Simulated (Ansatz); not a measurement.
C3H6GeO, SMILES CC#[C][GeH2][OH], a geometry optimisation

Computed with the Ansatz DFT code, driven from Python.

Contents of `c3h6geo.xyz`:
```text
11

C    -1.40520   -0.49240    2.04040
C    -0.51980   -0.21080    0.93050
C     0.22330   -0.00900    0.01350
Ge    1.54280    0.31030   -1.39720
O     0.64690    0.00410   -2.97270
H    -0.97050   -0.16940    2.99080
H    -2.33120    0.18140    1.88990
H    -1.70540   -1.50110    2.03330
H     2.67900   -0.64740   -1.21820
H     1.97090    1.76700   -1.31110
H    -0.06550    0.71040   -2.97860
```

The cells in order, each with its output:

In [1]:
```python
import warnings

import ansatz as az
import numpy as np
```

In [2]:
```python
warnings.simplefilter('ignore', az.DeckWarning)
```

In [3]:
```python
system = az.Crystal.molecule_from_extxyz('c3h6geo.xyz')
```

In [4]:
```python
setup = (
    system.calculation()
    .basis(gaussian='def2-SVP')
    .functional('PBE0')
)
symbols = [site.symbol for site in system.cartesian_sites]
start = np.array([site.position_ang for site in system.cartesian_sites], dtype=float)
def progress(event):
    if event['event'] == 'relax_step':
        row = event['data']
        print(f'step {row["step"]:3d}  E = {row["lagrangian_ev"]:.6f} eV  max force {row["allowed_force_max_ev_ang"]:.4f} eV/A')
```

In [5]:
```python
summary = setup.relax(force_tolerance=0.01, max_steps=100).session().plan().execute(on_event=progress).report
end = np.array(summary['positions_ang'])
```
```text
step   1  E = -61748.301267 eV  max force 3.1124 eV/A
step   2  E = -61748.565214 eV  max force 1.0299 eV/A
step   3  E = -61748.611493 eV  max force 0.4861 eV/A
step   4  E = -61748.612889 eV  max force 0.5291 eV/A
step   5  E = -61748.625838 eV  max force 0.1399 eV/A
step   6  E = -61748.627133 eV  max force 0.0197 eV/A
step   7  E = -61748.627278 eV  max force 0.0079 eV/A
step   8  E = -61748.627316 eV  max force 0.0260 eV/A
step   9  E = -61748.627328 eV  max force 0.0044 eV/A
```

In [6]:
```python
print('reference energy %16.6f eV' % summary['reference_energy_ev'])
print('total energy     %16.6f eV' % summary['free_energy_ev'])
print('occupied (up, down):', summary['n_occupied'], ' virtual:', summary['n_virtual'], ' frozen:', summary['n_frozen'])
```
```text
reference energy    -61748.627360 eV
total energy        -61748.627360 eV
occupied (up, down): [32, 32]  virtual: [86, 86]  frozen: 0
```

In [7]:
```python
print('bond        before    after (A)')
for i, j in [(0, 1), (0, 5), (0, 6), (0, 7), (1, 2), (2, 3), (3, 4), (3, 8), (3, 9), (4, 10)]:
    d0, d1 = (np.linalg.norm(xyz[i] - xyz[j]) for xyz in (start, end))
    print(f'{symbols[i]}{i}-{symbols[j]}{j}'.ljust(10), f'{d0:8.4f} {d1:8.4f}')

charges = summary['charge_distribution']
print('dipole moment', round(4.803205 * float(np.linalg.norm(charges['dipole_moment_e_ang'])), 3), 'D')
print('Mulliken:', [(s, round(q, 3)) for s, q in zip(symbols, charges['mulliken_charges_e'])])
with open('c3h6geo_opt.xyz', 'w') as handle:
    handle.write(f'{len(symbols)}\nrelaxed C3H6GeO\n')
    handle.writelines(f'{s:2s} {x:11.6f} {y:11.6f} {z:11.6f}\n' for s, (x, y, z) in zip(symbols, end))
```
```text
bond        before    after (A)
C0-C1        1.4474   1.4519
C0-H5        1.0939   1.1012
C0-H6        1.1550   1.1012
C0-H7        1.0524   1.1011
C1-C2        1.1974   1.2192
C2-Ge3       1.9578   1.8983
Ge3-O4       1.8381   1.7810
Ge3-H8       1.4967   1.5313
Ge3-H9       1.5207   1.5398
O4-H10       1.0032   0.9632
dipole moment 2.733 D
Mulliken: [('C', 0.009), ('C', 0.018), ('C', -0.431), ('Ge', 0.602), ('O', -0.451), ('H', 0.079), ('H', 0.077), ('H', 0.079), ('H', -0.075), ('H', -0.095), ('H', 0.189)]
```

It writes `c3h6geo_opt.xyz`:
```text
11
relaxed C3H6GeO
C    -1.438965   -0.442567    2.008074
C    -0.493960   -0.188258    0.935506
C     0.303790    0.021721    0.037727
Ge    1.529113    0.357917   -1.372606
O     0.715705    0.109025   -2.937290
H    -0.985143   -0.231448    2.988963
H    -2.333019    0.192327    1.906982
H    -1.766934   -1.493701    2.006050
H     2.675358   -0.657372   -1.358931
H     2.037108    1.806606   -1.253153
H    -0.177753    0.468852   -2.940722
```

Reading the output:
- Total energies depend on the basis set; only differences at equal settings carry meaning.
- The end point is the stationary point reached from this start; no frequency run checks that it is a minimum, and the basis set is modest.
- Finished in 64 s on 1 thread of Arm Neoverse V1, with other jobs on the host, peak memory 0.36 GiB.

(Lines on the test bed's own set-up are left out of the output.)
